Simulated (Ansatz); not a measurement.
# Ni2N: one candidate of a structure search, part 2 of 2

Aim: relax a trial structure of Ni2N and see where it ends.

Ansatz 0.2.0; DFT PBE, scalar-relativistic, plane waves, PAW. The steps go on from the part before.

## (4) Final relaxation

The end of the coarse run is made exact in the group found at a tolerance of 0.06 Å and reduced to its primitive cell.

Contents of input.yaml:

```yaml
crystal:
  lattice:
    - [3.8179817869, 0.0, 0.0]
    - [-1.9089908935, 3.3064692187, 0.0]
    - [0.0, 0.0, 2.4462806722]
  atoms:
    - { symbol: Ni, position: [0.3333333333, 0.6666666667, 0.5], spin: 0.97 }
    - { symbol: Ni, position: [0.6666666667, 0.3333333333, 0.5], spin: 0.97 }
    - { symbol: "N", position: [0.0, 0.0, 0.0], spin: 0.3 }
basis:
  ecutwfc: 420
kpoints:
  mp_grid: { grid: [12, 12, 18] }
hamiltonian:
  xc: pbe
scf:
  occupations: { method: gaussian, width: 0.1 }
output:
  forces: true
  stress: true
  eigenvalues: true
  populations: true
  write_density: true
  write_potential: true
  elf: true
  volumetric_format: npy
magnetization:
  spin_polarized: true
relax:
  adjacent_minimum: "off"
  f_tol: 0.01
  max_steps: 80
  cell: { stress_tol: 0.05 }
```

Launch:

```sh
> ansatz run input.yaml --threads 1 --pin off --max-ram 2560MiB --backend cpu --events-out ev --progress --plain --runs-dir out
```

What it wrote, shortened:

```text
Warning: RAYON_NUM_THREADS=1 ignored (pool sized by the plan → 1); use --threads N
[...]
Pseudopotentials: kind: paw
Pseudopotential: Ni, paw, valence charge 18, recommended cutoff 420 eV (normal), Ni.paw.azcp
Pseudopotential: N, paw, valence charge 5, recommended cutoff 420 eV (normal), N.paw.azcp
Functional definition: PBE
[...]
Crystal: 3 atoms, lattice volume = 30.882 Å³
Basis set: ecut = 420 eV, 621 PW (Γ), exchange–correlation on 54×54×36 points (8 copies of the dense FFT grid, shifted against one another)
Bands: 26, of which v1, the nominal top of the filled ones, is band 21 counted from 1 (20 counted from 0)
Symmetry: 24 space group operations
Space group: P6/mmm (ITA 191), of the structure as read, at distance tolerance 3.1e-5 Å
Magnetic group: BNS 191.233 (UNI 1463), of the structure as read, at distance tolerance 3.1e-5 Å
k-points: 190 of 2592
[...]
Starting moments: Σ|m| = 2.24 μB on 3 of 3 sites
[...]
        0.000000      -0.011557       0.000000
        0.000000       0.000000       0.007141
  P = ⅓ Tr σ = -0.0053 GPa (-0.053 kbar)
--- Band table (eV; the first three rows and the last of 380) ---
[... band rows left out ...]
[...]
--- Relaxed structure (3 steps of the walk, 3 accepted, 1 SCFs on fresh bases) ---
  F+E_penalty+E_count = -12058.71873200 eV   max|allowed force component| = 1.480e-16 eV/Å   (the final SCF, on the basis selected at the relaxed cell)
  cell:  # Å, volume = 30.9437 Å³
    - [3.8181373226262174, 2.8868653607635763e-11, 0.0]
    - [-1.9090686613381098, 3.3066039165173717, 0.0]
    - [0.0, 0.0, 2.450974478408468]
  atoms:
    - { symbol: Ni, position: [0.3333333333333333, 0.6666666666666667, 0.5] }
    - { symbol: Ni, position: [0.6666666666666667, 0.3333333333333334, 0.5] }
    - { symbol: N, position: [-2.21020357362499e-36, -1.617981310948283e-36, 0.0] }
--- Löwdin populations: 3 sites ---
  site symbol       q [e]    m [muB]
     0     Ni     17.4469     0.8597
     1     Ni     17.4469     0.8597
     2      N      5.8179     0.3402
  spilling = 0.007031 (of n_electrons = 41.000000)
```

Run time: 96 s. Hardware: 1 thread of Arm Neoverse V2, shared host; peak memory 0.51 GiB.

Step by step:

| step | E - E(step 1) (eV/cell) | largest force component (eV/Å) | pressure (GPa) | volume (Å³) |
| --- | --- | --- | --- | --- |
| 1 | 0.0000 | 0.0000 | 0.30 | 30.88 |
| 2 | 0.0000 | 0.0000 | 0.12 | 30.92 |
| 3 | 0.0000 | 0.0000 | -0.01 | 30.94 |
| 4 | -0.0001 | 0.0000 | -0.01 | 30.94 |

Step 1 is the start. Step 4 repeats the geometry before it on a plane-wave basis chosen anew for that cell, so its energy need not be comparable with the rows above.

|  | before | after | change |
| --- | --- | --- | --- |
| a (Å) | 3.818 | 3.818 | 0.0 % |
| b (Å) | 3.818 | 3.818 | 0.0 % |
| c (Å) | 2.446 | 2.451 | +0.2 % |
| volume (Å³/atom) | 10.29 | 10.31 | +0.2 % |
| shortest distance (Å) | 2.204 | 2.204 | 0.0 % |
| space group (0.01 Å) | P6/mmm | P6/mmm | same |

The run keeps the 24 symmetry operations of the start, so it could not have lowered the symmetry.

Per atom:

| atom | moment in the atom's sphere (μB) | Löwdin electrons |
| --- | --- | --- |
| Ni1 | 0.89 | 17.45 |
| Ni2 | 0.89 | 17.45 |
| N3 | 0.29 | 5.82 |

The Löwdin counts miss 0.29 of the 41 electrons, which the atomic orbitals do not span, so they are no charges.

Density in a lattice plane of the grid's cell (edges 3.82 and 3.82 Å, at 0.500 of the third edge), which holds Ni.

Ten even steps from '0' (0.17 e/Å³) to '9' (50.05 e/Å³):
```
000000000000000000000000
000000000000000000000000
000000000000000000000000
000000001111000000000000
000000124542000000000000
000001269852000000000000
000002599741000000000000
000012565310000000000000
000001222100000000000000
000000000000000000000000
000000000000000122210000
000000000000001356521000
000000000000014799520000
000000000000025896210000
000000000000024542100000
000000000000011110000000
000000000000000000000000
000000000000000000000000
000000000000000000000000
000000000000000000000000
```
Columns run along the first of these edges and rows up along the second, over one cell in 24 and 20 even steps from the bottom left corner. Atoms in the plane (fractional): Ni at (0.33, 0.67), Ni at (0.67, 0.33).

ELF in the same plane.

Values, 12 rows by 12 columns:
```
0.14 0.14 0.13 0.13 0.17 0.23 0.23 0.17 0.13 0.13 0.14 0.14
0.14 0.13 0.11 0.15 0.27 0.32 0.27 0.15 0.10 0.13 0.14 0.14
0.15 0.13 0.15 0.32 0.50 0.50 0.32 0.16 0.12 0.15 0.13 0.13
0.19 0.17 0.27 0.50 0.67 0.50 0.27 0.18 0.18 0.12 0.10 0.13
0.22 0.23 0.32 0.50 0.50 0.33 0.23 0.22 0.18 0.16 0.15 0.17
0.24 0.23 0.27 0.32 0.27 0.23 0.24 0.23 0.27 0.32 0.27 0.23
0.22 0.17 0.15 0.16 0.18 0.22 0.23 0.33 0.50 0.50 0.32 0.23
0.19 0.13 0.10 0.12 0.18 0.18 0.27 0.50 0.67 0.50 0.27 0.17
0.15 0.13 0.13 0.15 0.12 0.16 0.32 0.50 0.50 0.32 0.15 0.13
0.14 0.14 0.14 0.13 0.10 0.15 0.27 0.32 0.27 0.15 0.11 0.13
0.14 0.14 0.14 0.13 0.13 0.17 0.23 0.23 0.17 0.13 0.13 0.14
0.15 0.14 0.14 0.15 0.19 0.22 0.24 0.22 0.19 0.15 0.14 0.14
```
Columns run along the first of these edges and rows up along the second, over one cell in 12 and 12 even steps from the bottom left corner. Atoms in the plane (fractional): Ni at (0.33, 0.67), Ni at (0.67, 0.33).

Both are smooth fields of the valence electrons: close to the nuclei they are not physical.

Spin density (up less down) in a lattice plane of the grid's cell (edges 3.82 and 3.82 Å, at 0.500 of the third edge), which holds Ni.

Values in e/Å³, 12 rows by 12 columns:
```
 0.01  0.00  0.00  0.00  0.02  0.03  0.03  0.01  0.00  0.00  0.00  0.01
 0.00  0.00  0.01  0.07  0.25  0.38  0.20  0.06  0.01  0.00  0.00  0.00
 0.00  0.00  0.07  0.37  1.43  1.43  0.37  0.07  0.00  0.00  0.00  0.00
-0.01  0.02  0.25  1.43  2.96  1.48  0.20  0.02  0.00  0.00  0.01  0.00
-0.01  0.03  0.38  1.43  1.48  0.44  0.03 -0.01  0.02  0.07  0.06  0.01
-0.02  0.03  0.20  0.37  0.20  0.03 -0.02  0.03  0.20  0.37  0.20  0.03
-0.01  0.01  0.06  0.07  0.02 -0.01  0.03  0.44  1.48  1.43  0.38  0.03
-0.01  0.00  0.01  0.00  0.00  0.02  0.20  1.48  2.96  1.43  0.25  0.02
 0.00  0.00  0.00  0.00  0.00  0.07  0.37  1.43  1.43  0.37  0.07  0.00
 0.00  0.00  0.00  0.00  0.01  0.06  0.20  0.38  0.25  0.07  0.01  0.00
 0.01  0.01  0.00  0.00  0.00  0.01  0.03  0.03  0.02  0.00  0.00  0.00
 0.01  0.01  0.00  0.00 -0.01 -0.01 -0.02 -0.01 -0.01  0.00  0.00  0.01
```
Columns run along the first of these edges and rows up along the second, over one cell in 12 and 12 even steps from the bottom left corner. Atoms in the plane (fractional): Ni at (0.33, 0.67), Ni at (0.67, 0.33).

Maxima of ELF outside the ion cores: 0.82 in the shell around N, 0.6 Å from N.

## (5) Results

This closing draws on all 2 parts. Changes of volume or cell count from the first structure of part 1.

```
                                                              quantity                                                                       value
                                symmetry at the end (tolerance 0.05 Å)                                                space group P6/mmm (No. 191)
                                                     conventional cell  a = 3.818 Å, b = 3.818 Å, c = 2.451 Å, α = 90.00°, β = 90.00°, γ = 120.00°
                                                                volume                                                               10.31 Å³/atom
energy over the elements (uncorrected; H, N, O, F and Cl as molecules)                                                               +1.58 eV/atom
                                                       gap on the mesh                                                                none (metal)
                                                          total moment                                                                2.03 μB/cell
```

The space group P6/mmm (No. 191) is kept, and the volume per atom grows by 16.1 % from the first guess. The formation energy is positive, so the separate elements lie lower. No finished test with a distortion of lower symmetry is shown, so the end may be a saddle point. Other magnetic orders were not searched.
